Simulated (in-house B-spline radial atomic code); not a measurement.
# Sr: ionisation energy by several methods

The task here is to estimate one member of a computed series from the others.

The numbers are computed with in-house B-spline radial atomic code version 1 (non-relativistic, several functionals, spin-polarised; spherical all-electron atom at the radial basis limit), except any that are marked as measured or tabulated.

### What is computed

| Item | Value |
| --- | --- |
| element | strontium (Z = 38) |
| charge | 0 |
| electrons | 38 |
| configuration | [Kr] 5s2 |
| nucleus | point |

Outer shells as boxes (Hund's rule):

[Kr] 5s2
```
[Kr] core
5s [↑↓]
```

Where spins are not typed, each open shell is filled with up spins first.

The first run:

The run's settings:

```ini
Z = 38
electrons = 38.0
configuration = [Kr] 5s2
hamiltonian = nr
method = lda,
spin_polarised = True
```

Among the steps run: exchange-only LDA; B3LYP; LDA (PW92); AM05; r2SCAN; M06-2X; OLYP.

One of the session's tables, all rows but one given; the rest of the session is left out.

```
           method  ΔSCF (eV)
exchange-only LDA      4.747
       LDA (PW92)      5.785
             AM05          ?
             OLYP      5.439
           r2SCAN      5.353
            B3LYP      5.676
           M06-2X      5.804
```

Q: Estimate the row for AM05 from the others.

**Answer.** ΔSCF (eV): 5.516. In the column «ΔSCF (eV)» it lies between OLYP (5.439) and B3LYP (5.676).

Limits of these values: These runs leave out relativity, which matters at this nuclear charge.
